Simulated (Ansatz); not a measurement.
Working through a geometry optimisation of AsH₄NTe, SMILES N[AsH][TeH]

Program: Ansatz 0.2.0 through its Python package.

Input file `ash4nte.xyz`:
```text
7

N    -0.54640    0.47390   -0.78110
As   -0.65220    0.08050    1.05670
Te    0.85170   -1.98120    0.70260
H    -1.18120   -0.12070   -1.27790
H    -0.99380    1.47140   -0.90500
H     0.56820    1.02870    1.37360
H     2.01490   -1.02060   -0.21450
```

The cells in order, each with its output:

In [1]:
```python
import itertools

import ansatz as az
from ase.data import atomic_numbers, covalent_radii
import numpy as np
```

In [2]:
```python
system = az.Crystal.molecule_from_extxyz("ash4nte.xyz")
```

In [3]:
```python
calc = (
    system.calculation()
    .basis(gaussian="def2-SVP")
    .functional("pbe", dispersion="d4")
)
symbols = [site.symbol for site in system.cartesian_sites]
start = np.array([site.position_ang for site in system.cartesian_sites], dtype=float)
data = calc.relax(force_tolerance=0.02).run(threads=1).report
end = np.array(data["positions_ang"])

print(f"E = {data['free_energy_ev']:.6f} eV = {data['free_energy_ev'] / 27.211386246:.7f} Ha")
print("converged:", data["converged"], " doubts:", data["published_state_doubts"] or "none")
```
```text
E = -69670.269129 eV = -2560.3351663 Ha
converged: True  doubts: none
```

In [4]:
```python
# pairs closer than 1.2 times the sum of covalent radii, before or after
radius = [covalent_radii[atomic_numbers[s]] for s in symbols]
span = lambda where, i, j: np.linalg.norm(where[i] - where[j])
bonded = [(i, j) for i, j in itertools.combinations(range(len(symbols)), 2) if min(span(start, i, j), span(end, i, j)) < 1.2 * (radius[i] + radius[j])]
print("pair        before    after (A)")
for i, j in bonded:
    print(f"{symbols[i]}{i}-{symbols[j]}{j}".ljust(10), f"{span(start, i, j):8.4f} {span(end, i, j):8.4f}")
```
```text
pair        before    after (A)
N0-As1       1.8824   1.8614
N0-H3        1.0017   1.0277
N0-H4        1.1002   1.0273
As1-Te2      2.5764   2.6744
As1-H5       1.5776   1.5397
Te2-H6       1.7655   1.6837
```

Total energies depend on the basis set; only differences at equal settings carry meaning. The end point is the stationary point reached from this start; no frequency run checks that it is a minimum, and the basis set is modest. def2 sets replace the cores of elements past krypton by effective core potentials. Timing: 72 s on 1 thread of Arm Neoverse V1, with other jobs on the host, peak memory 0.21 GiB.
